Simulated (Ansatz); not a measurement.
I need harmonic frequencies at the relaxed geometry of CH5AlBNO, SMILES N[BH][Al]1[CH2][O]1. Use Ansatz's Python interface. Use (for the species named): r2SCAN, def2-SVP basis, multiplicity 1.

```xyz
10

N    -1.6609   -1.5057    0.4308
B    -0.2049   -1.6518    0.3569
Al    0.9909   -0.1272   -0.3426
C     1.1250    1.8034   -0.2177
O     1.4039    1.2800   -1.4933
H    -1.8921   -0.6078    1.0152
H    -2.0038   -1.2237   -0.5429
H     0.3169   -2.6518    0.7037
H     0.0896    2.3547   -0.2135
H     1.9185    2.2788    0.3063
```

`ch5albno_freq.py`
```python
"""Vibrations and zero-point energy of CH5AlBNO."""

import itertools
import logging
import sys

import ansatz as az
from ase import Atoms
from ase.data import atomic_numbers, covalent_radii
from ase.thermochemistry import IdealGasThermo
import numpy as np

logging.basicConfig(stream=sys.stdout, format="[%(levelname)s] %(message)s")
logger = logging.getLogger("ansatz_job")
logger.setLevel(logging.INFO)

GEOMETRY = """
N    -1.66090   -1.50570    0.43080
B    -0.20490   -1.65180    0.35690
Al    0.99090   -0.12720   -0.34260
C     1.12500    1.80340   -0.21770
O     1.40390    1.28000   -1.49330
H    -1.89210   -0.60780    1.01520
H    -2.00380   -1.22370   -0.54290
H     0.31690   -2.65180    0.70370
H     0.08960    2.35470   -0.21350
H     1.91850    2.27880    0.30630
"""


def main() -> None:
    molecule = az.Crystal.molecule()
    for line in GEOMETRY.strip().splitlines():
        symbol, *xyz = line.split()
        molecule = molecule.atom(symbol, [float(v) for v in xyz])

    calculation = (
        molecule.calculation()
        .basis(gaussian="def2-SVP")
        .functional("r2scan")
    )
    symbols = [site.symbol for site in molecule.cartesian_sites]
    start = np.array([site.position_ang for site in molecule.cartesian_sites], dtype=float)
    def progress(event):
        if event["event"] == "relax_step":
            row = event["data"]
            logger.info(f"step {row['step']:3d}  E = {row['lagrangian_ev']:.6f} eV  largest force component {row['allowed_force_max_ev_ang']:.4f} eV/A")


    report = calculation.relax(force_tolerance=0.003, max_steps=100).session().plan().execute(on_event=progress).report
    end = np.array(report["positions_ang"])

    # pairs closer than 1.2 times the sum of covalent radii, before or after
    radius = [covalent_radii[atomic_numbers[s]] for s in symbols]
    span = lambda where, i, j: np.linalg.norm(where[i] - where[j])
    bonded = [(i, j) for i, j in itertools.combinations(range(len(symbols)), 2) if min(span(start, i, j), span(end, i, j)) < 1.2 * (radius[i] + radius[j])]
    logger.info("pair        before    after (A)")
    for i, j in bonded:
        print(f"{symbols[i]}{i}-{symbols[j]}{j}".ljust(10), f"{span(start, i, j):8.4f} {span(end, i, j):8.4f}")

    # frequencies need a stationary point, so they are taken at the relaxed geometry
    minimum = az.Crystal.molecule()
    for symbol, place in zip(symbols, end):
        minimum = minimum.atom(symbol, place.tolist())
    vibrating = minimum.calculation()
    vibrating = vibrating.basis(gaussian="def2-SVP").functional("r2scan")
    vibrating = vibrating.phonons(temperatures=(200, 600, 100))
    vib = vibrating.run(threads=1, pin="off").report["vibrations"]
    sums = vib["harmonic_sums"]
    modes = [m["omega_inv_cm"] for m in sums["modes_at_gamma"] if m["rigid_motion"] == "no"]
    for number, w in enumerate(modes, start=1):
        logger.info(f"mode {number:2d} {w:9.1f} 1/cm {w / 8065.544 * 1000:8.2f} meV")
    print("imaginary modes:", sum(w < 0 for w in modes), " zero-point energy:", round(sums["zero_point_energy_ev"], 4), "eV")
    # rigid rotor and ideal gas, symmetry number taken as one
    gas = IdealGasThermo(vib_energies=[w / 8065.544 for w in modes if w > 0], geometry="linear" if len(modes) == 3 * len(symbols) - 5 else "nonlinear",
                         atoms=Atoms(symbols, positions=end), symmetrynumber=1, spin=0.0)
    logger.info(f"H(298 K) - E = {gas.get_enthalpy(298.15, verbose=False):.4f} eV")
    logger.info(f"S(298 K, 1 bar) = {96485.33 * gas.get_entropy(298.15, 1e5, verbose=False):.1f} J/(mol K) with symmetry number 1")


if __name__ == "__main__":
    main()
```

```console
$ python ch5albno_freq.py
[INFO] step   1  E = -11916.667165 eV  largest force component 2.9429 eV/A
[INFO] step   2  E = -11917.097670 eV  largest force component 1.0463 eV/A
[INFO] step   3  E = -11917.328685 eV  largest force component 0.9093 eV/A
[INFO] step   4  E = -11917.570372 eV  largest force component 1.1266 eV/A
[INFO] step   5  E = -11917.829869 eV  largest force component 1.3709 eV/A
[INFO] step   6  E = -11918.078387 eV  largest force component 1.3278 eV/A
[INFO] step   7  E = -11918.263979 eV  largest force component 1.0354 eV/A
[INFO] step   8  E = -11918.409948 eV  largest force component 1.1758 eV/A
[INFO] step   9  E = -11918.500727 eV  largest force component 0.9740 eV/A
[INFO] step  10  E = -11918.581013 eV  largest force component 0.8273 eV/A
[INFO] step  11  E = -11918.649279 eV  largest force component 0.4449 eV/A
[INFO] step  12  E = -11918.692036 eV  largest force component 0.4416 eV/A
[INFO] step  13  E = -11918.705832 eV  largest force component 0.4666 eV/A
[INFO] step  14  E = -11918.725032 eV  largest force component 0.2833 eV/A
[INFO] step  15  E = -11918.727236 eV  largest force component 0.1999 eV/A
[INFO] step  16  E = -11918.729858 eV  largest force component 0.1091 eV/A
[INFO] step  17  E = -11918.732053 eV  largest force component 0.0296 eV/A
[INFO] step  18  E = -11918.732524 eV  largest force component 0.0363 eV/A
[INFO] step  19  E = -11918.732885 eV  largest force component 0.0347 eV/A
[INFO] step  20  E = -11918.733192 eV  largest force component 0.0317 eV/A
[INFO] step  21  E = -11918.733467 eV  largest force component 0.0589 eV/A
[INFO] step  22  E = -11918.733649 eV  largest force component 0.0452 eV/A
[INFO] step  23  E = -11918.733790 eV  largest force component 0.0247 eV/A
[INFO] step  24  E = -11918.733848 eV  largest force component 0.0182 eV/A
[INFO] step  25  E = -11918.733870 eV  largest force component 0.0117 eV/A
[INFO] step  26  E = -11918.733874 eV  largest force component 0.0100 eV/A
[INFO] step  27  E = -11918.733885 eV  largest force component 0.0053 eV/A
[INFO] step  28  E = -11918.733888 eV  largest force component 0.0028 eV/A
[INFO] pair        before    after (A)
N0-B1        1.4652   1.3919
N0-H5        1.0960   1.0160
N0-H6        1.0701   1.0137
B1-Al2       2.0600   2.1127
B1-H7        1.1801   1.2139
Al2-C3       1.9393   1.9180
Al2-O4       1.8641   1.7434
C3-O4        1.4067   1.4692
C3-H8        1.1730   1.1036
C3-H9        1.0631   1.1035
[INFO] mode  1      40.8 1/cm     5.06 meV
[INFO] mode  2      92.6 1/cm    11.49 meV
[INFO] mode  3     111.5 1/cm    13.83 meV
[INFO] mode  4     277.0 1/cm    34.35 meV
[INFO] mode  5     447.0 1/cm    55.42 meV
[INFO] mode  6     492.4 1/cm    61.05 meV
[INFO] mode  7     640.2 1/cm    79.37 meV
[INFO] mode  8     653.8 1/cm    81.06 meV
[INFO] mode  9     657.3 1/cm    81.49 meV
[INFO] mode 10     692.0 1/cm    85.80 meV
[INFO] mode 11     873.0 1/cm   108.24 meV
[INFO] mode 12     917.3 1/cm   113.73 meV
[INFO] mode 13     971.0 1/cm   120.39 meV
[INFO] mode 14    1084.4 1/cm   134.45 meV
[INFO] mode 15    1127.0 1/cm   139.72 meV
[INFO] mode 16    1128.4 1/cm   139.90 meV
[INFO] mode 17    1343.9 1/cm   166.63 meV
[INFO] mode 18    1454.1 1/cm   180.28 meV
[INFO] mode 19    1611.4 1/cm   199.79 meV
[INFO] mode 20    2559.9 1/cm   317.38 meV
[INFO] mode 21    3025.1 1/cm   375.06 meV
[INFO] mode 22    3101.4 1/cm   384.52 meV
[INFO] mode 23    3568.9 1/cm   442.48 meV
[INFO] mode 24    3668.9 1/cm   454.89 meV
imaginary modes: 0  zero-point energy: 1.8932 eV
[INFO] H(298 K) - E = 2.1054 eV
[INFO] S(298 K, 1 bar) = 346.2 J/(mol K) with symmetry number 1
```

These settings explore the input space; basis and method may be short of convergence. The frequencies are harmonic and unscaled, in a modest basis. The result belongs to the one conformer reached from this start, and soft torsions count as harmonic oscillators. The entropy takes a symmetry number of 1; a symmetric molecule's is lower by R ln(sigma). Wall time of the script: 11 min on 1 thread of Arm Neoverse N1, on a shared host, peak memory 0.32 GiB.
